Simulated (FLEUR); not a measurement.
**HPbNO4 in FLEUR: the effect of functional**

The system is HPbNO4.

```
H Pb N O
1.0
     3.85404    0.14384    0.09012
    -0.25320    5.52698    0.16471
    -0.48197   -1.92720    5.72025
H Pb N O
1 1 1 4
Cartesian
  -0.0083 2.5983 3.2335
  2.1473 2.6778 1.0046
  2.8237 3.6046 5.7249
  -0.4057 -0.9417 5.0623
  2.7256 -0.0852 0.8025
  -0.5912 2.3982 5.1009
  0.1280 2.5704 2.2622
```

The cell was built by a generator and needn't be a form met in nature.

Alike in all runs:

* Program: FLEUR MaX-R8.1 (later development tree)
* Task: single point
* Potentials or basis: all-electron
* Basis: FLAPW
* Kmax: 6.3 1/bohr
* k mesh: 4 × 3 × 3
* Occupations: fermi-dirac, width 0.05 eV
* Spin: no spin polarisation

| functional | gap on the mesh (eV) |
| --- | --- |
| LDA | 3.20 |
| PBEsol | 3.25 |
| RPBE | ? |

Task: What does the run with functional RPBE give?

Result: gap on the mesh 3.32 eV.

Caveats: the plane-wave cutoff is short for the small spheres of the light atoms, so energies, forces and moduli aren't converged; spin-orbit coupling is left out, which as a rule narrows the gap of such compounds by several tenths of an eV; an odd mesh through Γ misses points on the zone boundary, where band edges often lie.
